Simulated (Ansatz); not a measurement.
# Nb2Te5: the cost of one run

Program: Ansatz 0.2.0. Level of theory: DFT PBE, scalar-relativistic, plane waves, PAW, unless a step names another level. These are calculated values, not measurements.

8 further runs of the same task are left out: 3 that didn't finish, 5 set aside as unsound or not needed. Runs told in other sessions of the task aren't counted.

**1. The starting structure**

It takes space group P-3m1 (No. 164, trigonal). Conventional cell: a = 3.595 Å, b = 3.595 Å, c = 18.337 Å, α = 90.00°, β = 90.00°, γ = 120.00°. Around Nb (site symmetry 3m) lie 6 Te at 2.81 Å. Around Te (site symmetry 3m) lie 3 Nb at 2.81 Å. Te (site symmetry -3m) has 12 Te at 3.60 to 3.88 Å in its first shell of neighbours.

As a file:

```
Nb Te
1.0
     3.59510    0.00000    0.00000
    -1.79755    3.11345    0.00000
     0.00000    0.00000   18.33749
Nb Te
2 5
Direct
  0.00000 0.00000 0.71806
  0.00000 0.00000 0.28194
  0.66667 0.33333 0.82112
  0.33333 0.66667 0.61496
  0.33333 0.66667 0.17888
  0.66667 0.33333 0.38504
  0.00000 0.00000 0.00000
```

It came out lowest among 28 distinct ends of the trial cells. At a tolerance of 0.05 Å it has space group P-3m1 (No. 164).

**2. Tight relaxation for the response runs, on the response runs' mesh and smearing**

Contents of input.yaml:

```yaml
crystal:
  lattice:
    - [3.5950984212, 0.0, 0.0]
    - [-1.7975492106, 3.1134465618, 0.0]
    - [0.0, 0.0, 18.3374871623]
  atoms:
    - { symbol: Nb, position: [0.0, 0.0, 0.7180636983] }
    - { symbol: Nb, position: [0.0, 0.0, 0.2819363017] }
    - { symbol: Te, position: [0.6666666667, 0.3333333333, 0.8211223562] }
    - { symbol: Te, position: [0.3333333333, 0.6666666667, 0.6149631749] }
    - { symbol: Te, position: [0.3333333333, 0.6666666667, 0.1788776438] }
    - { symbol: Te, position: [0.6666666667, 0.3333333333, 0.3850368251] }
    - { symbol: Te, position: [0.0, 0.0, 0.0] }
basis:
  ecutwfc: 420
kpoints:
  mp_grid: { grid: [12, 12, 2] }
hamiltonian:
  xc: pbe
scf:
  occupations: { method: gaussian, width: 0.1 }
output:
  forces: true
  stress: true
  eigenvalues: true
relax:
  adjacent_minimum: "off"
  f_tol: 0.001
  max_steps: 60
  cell: { stress_tol: 0.01 }
```

On the command line:

```bash
ansatz run input.yaml --threads 3 --pin off --max-ram 7680MiB --backend cpu --events-out ev --progress --plain --runs-dir out
```

What time and memory should one allow on 3 threads of Intel Xeon 6975P-C (Granite Rapids), shared host?

About 24 s, with a peak of 0.86 GiB.
